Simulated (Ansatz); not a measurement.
# CuTe: the cost of one run

Computed with the Python package of Ansatz 0.2.0. The levels of theory stand in the script.

**1. The structure**

The structure is orthorhombic, space group Pmmn (No. 59). The conventional cell has a = 3.155 Å, b = 4.092 Å, c = 6.956 Å, α = 90.00°, β = 90.00°, γ = 90.00°. Around Cu (site symmetry mm2) lie 4 Te at 2.60 to 2.76 Å and 4 Cu at 2.67 Å. Te (site symmetry mm2) is surrounded by 4 Cu at 2.60 to 2.76 Å.

The script holds or builds the structure itself.

**2. The code**

Input file lattice.py:

```python
"""Relaxed cell of CuTe under several functionals."""

import ansatz as az
from ase import Atoms
import numpy as np

def edges_and_angles(cell):
    cell = np.asarray(cell)
    a, b, c = np.linalg.norm(cell, axis=1)
    cosines = cell[1] @ cell[2] / (b * c), cell[0] @ cell[2] / (a * c), cell[0] @ cell[1] / (a * b)
    return (a, b, c, *np.degrees(np.arccos(cosines)))

atoms = Atoms(
    ["Cu", "Cu", "Te", "Te"],
    scaled_positions=[
        (0.0, 0.5, 0.4527),
        (0.5, 0.0, 0.5473),
        (0.0, 0.0, 0.2213),
        (0.5, 0.5, 0.7787),
    ],
    cell=[
        (3.155, 0.0, 0.0),
        (0.0, 4.092, 0.0),
        (0.0, 0.0, 6.956),
    ],
    pbc=True,
)
system = az.Crystal.from_ase(atoms)

calculation = (
    system.calculation()
    .occupations("fermi_dirac", width=0.1)
    .kpoints(9, 7, 5)
    .relax(cell=True, force_tolerance=0.03, max_steps=100)
)

levels = [("pbesol", "d3bj"), ("blyp", "d3bj"), ("pbesol", "none")]
print("level            a       b       c    alpha   beta  gamma  V/atom  steps")
for name, dispersion in levels:
    seen = []
    run = calculation.functional(name, dispersion=dispersion).session().plan()
    done = run.execute(on_event=lambda e: seen.append(e) if e["event"] == "relax_step" else None)
    cell = done.lattice.cell_ang
    label = name if dispersion == "none" else f"{name}+{dispersion}"
    print("{:13s} {:7.4f} {:7.4f} {:7.4f} {:6.2f} {:6.2f} {:6.2f}".format(label, *edges_and_angles(cell)), f"{abs(np.linalg.det(cell)) / len(done.lattice.sites):7.3f} {len(seen):5d}")
```

**3. The run**

On the command line:

```sh
$ python lattice.py
```

**Question.** How long does this script take on 1 thread of Arm Neoverse V1, shared host, and how much memory does it need?

About 3.7 min, with a peak of 0.58 GiB.
